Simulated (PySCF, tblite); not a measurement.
**C₄H₁₀O₂Si₂: geometry, infrared bands and NMR shifts**

What infrared bands and NMR shifts should C₄H₁₀O₂Si₂ (`C=C[Si@@H](O)C(=C)O[SiH3]`) show?

Computed with tblite 0.8.0 and PySCF 2.14.0, with density-fitted response routines of our own, on a single molecule in the gas phase. Atoms count from 0, in the outputs and in this text.

## Step 1: Starting geometry

18 atoms, charge 0, multiplicity 1; geometry from: force field or distance geometry start.

Bonds of the start (Å): C0–C1 1.35, C1–Si2 1.85, Si2–O3 1.66, Si2–C4 1.91, C4–C5 1.34, C4–O6 1.40, O6–Si7 1.67, C0–H8 1.08, C0–H9 1.09, C1–H10 1.08, Si2–H11 1.47, O3–H12 0.96, C5–H13 1.08, C5–H14 1.08, Si7–H15 1.49, Si7–H16 1.49, Si7–H17 1.48.

## Step 2: Relaxing the molecule with GFN2-xTB

The job: settings as JSON, then the geometry in Å.

```
{"job": {"kind": "relax", "xc": "GFN2-xTB", "basis": "xTB"}, "charge": 0, "multiplicity": 1}
C      2.918300     1.160300    -0.279600
C      1.914500     0.343200    -0.655900
Si     0.919700    -0.729900     0.475000
O      0.754200     0.002700     1.955000
C     -0.802200    -1.018800    -0.288900
C     -1.392000    -2.227100    -0.285400
O     -1.400200     0.029800    -1.005600
Si    -2.299500     1.178100    -0.184900
H      3.450600     1.744400    -1.020400
H      3.216800     1.274500     0.761300
H      1.643200     0.250000    -1.694400
H      1.583600    -2.034200     0.654300
H      0.476500     0.926400     1.948800
H     -2.336100    -2.387600    -0.780300
H     -0.944100    -3.077100     0.212200
H     -1.460400     1.828800     0.857000
H     -3.477800     0.541600     0.466000
H     -2.773900     2.201400    -1.146000
```

Launch:

```bash
$ OMP_NUM_THREADS=1 python probes_run.py task.json out
```

This one command runs all jobs of the session in turn.

**Question.** This job is followed by: GFN2-xTB harmonic vibrations, gas phase; GIAO PBE0/pcSseg-1 NMR shielding, non-relativistic, gas phase. What will the session give for the following? strongest single infrared mode (GFN2-xTB); zero-point energy (GFN2-xTB); ¹³C shifts against TMS (PBE0/pcSseg-1); ¹H shifts against TMS (PBE0/pcSseg-1, means over atoms taken as alike); ²⁹Si shifts against TMS (PBE0/pcSseg-1); ¹⁷O shifts against H2O (PBE0/pcSseg-1); surface potential, 1st and 99th percentile.

As calculated:

| quantity | value |
| --- | --- |
| strongest single infrared mode (GFN2-xTB) | 807 cm⁻¹, 460 km/mol |
| zero-point energy (GFN2-xTB) | 77.3 kcal/mol |
| ¹³C shifts against TMS (PBE0/pcSseg-1) | 170.0, 143.9, 141.6, 105.0 ppm |
| ¹H shifts against TMS (PBE0/pcSseg-1, means over atoms taken as alike) | 6.50, 6.39, 6.15, 5.26, 5.05, 4.95, 4.73, 2.10 ppm |
| ²⁹Si shifts against TMS (PBE0/pcSseg-1) | -32.3, -44.1 ppm |
| ¹⁷O shifts against H2O (PBE0/pcSseg-1) | 99.3, 5.7 ppm |
| surface potential, 1st and 99th percentile | -1.42 V and 1.67 V |

In words: Relaxing lowered the energy by 0.423 eV in 281 steps; the close pair that moved most is O6–Si7, from 1.674 to 1.624 Å. The lowest mode is slightly imaginary (10i cm⁻¹), a soft motion within the noise of the Hessian, so the minimum is not strictly shown. The strongest single mode, at 807 cm⁻¹, has its largest shares on H12, H17, H15 and H16 (the list is cut at 4 atoms). Unscaled tight-binding wavenumbers are off by several per cent, some by more. Its intensities can rank the bands wrongly. At PBE0/pcSseg-1: The widest tensor belongs to C0: span 256 ppm, with a paramagnetic part of -207 ppm. At PBE0/pcSseg-1, counted by nearest atom on the grid, the HOMO lies on C5 36 %; C4 22 %, the LUMO on C0, C1 about 20 % each; C4 13 %.
